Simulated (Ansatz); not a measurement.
**F2H6O2Si3 + SiH4O: a complex and its separated parts**

Aim: how far the complex at one end of a reaction step lies below its separated, relaxed parts, level by level.

Computed with Ansatz 0.2.0, Gaussian basis. Level: PBE0-D4/def2-TZVP structures, single points in def2-TZVPP, no counterpoise correction.

Levels: SPW92, PBE-D4, BLYP-D4, r2SCAN-D4, B97M-V, PBE0-D4, B3LYP-D4, r2SCAN0-D4, BHLYP-D4, CAM-B3LYP-D4, wB97X-V, wB97M-V, B2PLYP, PBE-QIDH, RPA on PBE, Hartree-Fock, MP2, CCSD, CCSD(T).

Correlated methods freeze the cores. B3LYP uses VWN-RPA correlation. B2PLYP carries no dispersion term here.

94 further runs of the same task are left out: 94 set aside as unsound or not needed.

### Step 1. The starting structure

The complex: 19 atoms, charge 0, spin multiplicity 1.

Atoms are counted from 1 here; the program's logs count them from 0.

Bond lengths: Si1–O2 1.865 Å, Si1–O4 1.626 Å, Si1–O6 1.627 Å, Si1–F8 1.685 Å, Si1–F10 1.652 Å, O2–Si3 1.724 Å, O2–H9 0.963 Å, Si3–H11 1.471 Å, Si3–H12 1.486 Å, Si3–H13 1.471 Å, O4–Si5 1.641 Å, Si5–H14 1.487 Å, Si5–H15 1.483 Å, Si5–H16 1.484 Å, O6–Si7 1.643 Å, Si7–H17 1.486 Å, Si7–H18 1.484 Å, Si7–H19 1.484 Å. Angles: O2–Si1–O4 118.6°, O2–Si1–O6 120.3°, O2–Si1–F8 78.1°, O2–Si1–F10 81.4°, O4–Si1–O6 121.0°, O4–Si1–F8 95.1°, O4–Si1–F10 95.3°, O6–Si1–F8 93.3°, O6–Si1–F10 96.4°, F8–Si1–F10 159.5°, Si1–O2–Si3 123.0°, Si1–O2–H9 114.5°, Si3–O2–H9 122.5°, O2–Si3–H11 110.3°, O2–Si3–H12 100.1°, O2–Si3–H13 110.2°, H11–Si3–H12 109.8°, H11–Si3–H13 115.6° and more.

Geometry (Å):

```
Si   -0.37913    0.00642   -0.01920
O     0.42588   -1.14465   -1.24586
Si    2.13131   -1.37945   -1.33521
O    -0.58346    1.56518   -0.43405
Si    0.30323    2.94156   -0.31716
O    -0.77730   -0.52502    1.46590
Si   -2.13614   -1.13983    2.15392
F     1.25193    0.16908    0.37103
H    -0.18894   -1.58855   -1.83982
F    -1.74124   -0.53540   -0.78074
H     2.62497   -2.00809   -0.10043
H     2.20330   -2.35094   -2.45788
H     2.79744   -0.12542   -1.72043
H     1.50887    2.85815   -1.18339
H    -0.55343    4.05765   -0.78727
H     0.72362    3.19632    1.08356
H    -2.45594   -2.47215    1.57780
H    -3.29487   -0.23125    1.96584
H    -1.86000   -1.29371    3.60350
```

Its parts: F2H6O2Si3 holds atoms 1, 4, 5, 6, 7, 8, 10, 14, 15, 16, 17, 18, 19; SiH4O holds atoms 2, 3, 9, 11, 12, 13. Each part counts its atoms afresh in its own runs.

### Step 2. Relaxing F2H6O2Si3 alone

File relax-a/in.yaml:

```yaml
crystal:
  periodic: [false, false, false]
  atoms:
    - {symbol: Si, position_ang: [-0.379129, 0.006418, -0.019203]}
    - {symbol: O, position_ang: [-0.583460, 1.565183, -0.434052]}
    - {symbol: Si, position_ang: [0.303235, 2.941563, -0.317164]}
    - {symbol: O, position_ang: [-0.777303, -0.525019, 1.465897]}
    - {symbol: Si, position_ang: [-2.136144, -1.139830, 2.153917]}
    - {symbol: F, position_ang: [1.251928, 0.169076, 0.371029]}
    - {symbol: F, position_ang: [-1.741235, -0.535402, -0.780738]}
    - {symbol: H, position_ang: [1.508870, 2.858147, -1.183392]}
    - {symbol: H, position_ang: [-0.553430, 4.057649, -0.787272]}
    - {symbol: H, position_ang: [0.723621, 3.196321, 1.083564]}
    - {symbol: H, position_ang: [-2.455943, -2.472149, 1.577801]}
    - {symbol: H, position_ang: [-3.294871, -0.231249, 1.965841]}
    - {symbol: H, position_ang: [-1.860004, -1.293710, 3.603501]}
basis:
  gaussian: {orbitals: def2-TZVP}
hamiltonian: {xc: pbe0, dispersion: d4}
relax: {f_tol: 0.005, max_steps: 200}
```

The run is started by

```
ansatz run in.yaml --threads 4 --pin off --events-out ev --progress --plain --max-ram 66560MiB --backend cuda --devices 0, --max-vram 37GiB
```

After this run come: Relaxing SiH4O alone; SPW92/def2-TZVPP; PBE-D4/def2-TZVPP; BLYP-D4/def2-TZVPP; r2SCAN-D4/def2-TZVPP; B97M-V/def2-TZVPP; PBE0-D4/def2-TZVPP; B3LYP-D4/def2-TZVPP; r2SCAN0-D4/def2-TZVPP; BHLYP-D4/def2-TZVPP; CAM-B3LYP-D4/def2-TZVPP; wB97X-V/def2-TZVPP; wB97M-V/def2-TZVPP; B2PLYP/def2-TZVPP; PBE-QIDH/def2-TZVPP; RPA on PBE/def2-TZVPP; CCSD(T)/def2-TZVPP; Vibrations of F2H6O2Si3; Vibrations of SiH4O.

What does the calculation give? Wanted: complex less parts, CCSD(T)/def2-TZVPP; largest T1 diagnostic.

**Answer**, as computed:

```
                              quantity      value
complex less parts, CCSD(T)/def2-TZVPP  +0.521 eV
                 largest T1 diagnostic      0.012
```

**Reading.** At CCSD(T) the complex lies 0.521 eV above its parts. PBE-QIDH is the best functional here (+0.005 eV from CCSD(T)); SPW92 is the worst (-0.553 eV). By rung, the mean size of the error is: LDA 0.553, GGA 0.065, meta-GGA 0.089, hybrid 0.050, range-separated hybrid 0.096, double hybrid 0.080 eV. PBE-D4 gives a relative energy 0.110 eV too low, outside chemical accuracy (1 kcal/mol, 0.043 eV). No counterpoise was applied, and triple zeta lacks some correlation, so the CCSD(T) reference has a basis error of its own, and close matches with it are partly luck.
